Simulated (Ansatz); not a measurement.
**C2H8AlNSi: a ladder of functionals and wavefunction methods**

One table from this session's results is given with a row withheld; the runs are named, their logs left out.

Method: functionals in def2-TZVPP, the program's frozen cores in correlated methods; program: Ansatz 0.2.0, Gaussian basis.

Plan: PBE-D4, r2SCAN-D4, PBE0-D4, B3LYP-D4, ωB97X-V, ωB97M-V, B2PLYP; CCSD(T)/def2-TZVPP; MP2/def2-QZVPP; extrapolation to the limit.

## Structure used throughout

An earlier PBE0-D4 in a triple-zeta def2 set relaxation fixed the geometry.

13 atoms, charge 0, spin multiplicity 1.

Atoms are counted from 1 here; the program's logs count them from 0.

Bond lengths: C1–N2 1.264 Å, C1–H6 1.091 Å, C1–H7 1.086 Å, N2–C3 1.456 Å, N2–Al5 2.047 Å, C3–Si4 1.948 Å, C3–H8 1.093 Å, C3–H9 1.095 Å, Si4–Al5 2.466 Å, Si4–H10 1.491 Å, Si4–H11 1.494 Å, Al5–H12 1.596 Å, Al5–H13 1.595 Å. Angles: N2–C1–H6 121.6°, N2–C1–H7 119.3°, H6–C1–H7 119.2°, C1–N2–C3 122.6°, C1–N2–Al5 130.3°, C3–N2–Al5 103.1°, N2–C3–Si4 98.6°, N2–C3–H8 112.5°, N2–C3–H9 107.7°, Si4–C3–H8 121.0°, Si4–C3–H9 106.5°, H8–C3–H9 109.5°, C3–Si4–Al5 76.7°, C3–Si4–H10 108.6°, C3–Si4–H11 106.0°, Al5–Si4–H10 128.4°, Al5–Si4–H11 120.5°, H10–Si4–H11 107.5° and more.

Set-up of the first run:

in.yaml

```yaml
crystal:
  periodic: [false, false, false]
  atoms:
    - {symbol: C, position_ang: [-1.249624, 0.066339, 1.482390]}
    - {symbol: N, position_ang: [-0.226533, 0.176935, 0.748370]}
    - {symbol: C, position_ang: [0.538111, -0.973970, 0.288716]}
    - {symbol: Si, position_ang: [0.538014, -0.580458, -1.618789]}
    - {symbol: Al, position_ang: [0.296506, 1.643758, -0.580650]}
    - {symbol: H, position_ang: [-1.563078, -0.898257, 1.883112]}
    - {symbol: H, position_ang: [-1.837513, 0.950705, 1.710763]}
    - {symbol: H, position_ang: [0.140084, -1.918638, 0.667865]}
    - {symbol: H, position_ang: [1.569694, -0.847705, 0.632905]}
    - {symbol: H, position_ang: [1.753716, -1.189317, -2.230373]}
    - {symbol: H, position_ang: [-0.651208, -1.285095, -2.185626]}
    - {symbol: H, position_ang: [1.684744, 2.224307, -0.047938]}
    - {symbol: H, position_ang: [-0.972613, 2.596594, -0.735944]}
basis:
  gaussian: {orbitals: def2-TZVPP}
hamiltonian: {xc: pbe, dispersion: d4}
output: {forces: true, orbitals: {seedname: orbitals}}
```

Run with:

```sh
$ ansatz run in.yaml --threads 4 --pin off --events-out ev --progress --plain --max-ram 10444MiB
```

Steps of the session up to this table: PBE-D4 (GGA); r2SCAN-D4 (meta-GGA); PBE0-D4 (hybrid); B3LYP-D4 (hybrid); ωB97X-V (range-separated); ωB97M-V (range-separated); B2PLYP (double hybrid); CCSD(T) in def2-TZVPP; MP2 in def2-QZVPP.

One of the session's tables, all rows but one given; the rest of the session is left out.

It belongs to the step «Atomisation energies». 

```
            method  atomisation energy (kJ/mol)
            PBE-D4                       4490.2
         r2SCAN-D4                            ?
           PBE0-D4                       4425.6
          B3LYP-D4                       4434.5
           ωB97X-V                       4452.7
           ωB97M-V                       4437.1
            B2PLYP                       4370.1
     HF/def2-TZVPP                       3205.8
    MP2/def2-TZVPP                       4333.1
   CCSD/def2-TZVPP                       4245.0
CCSD(T)/def2-TZVPP                       4309.8
           MP2/CBS                       4448.2
       CCSD(T)/CBS                       4424.9
```

**Question.** Estimate the row for r2SCAN-D4.

As computed: atomisation energy (kJ/mol): 4431.1. In the column «atomisation energy (kJ/mol)» it lies between PBE0-D4 (4425.6) and B3LYP-D4 (4434.5).

Limits of these values: Free atoms (2 C, 1 N, 1 Si, 1 Al, 8 H) were run apart at each level; the atomisation energy is their sum less the molecule, without zero-point or spin-orbit terms.
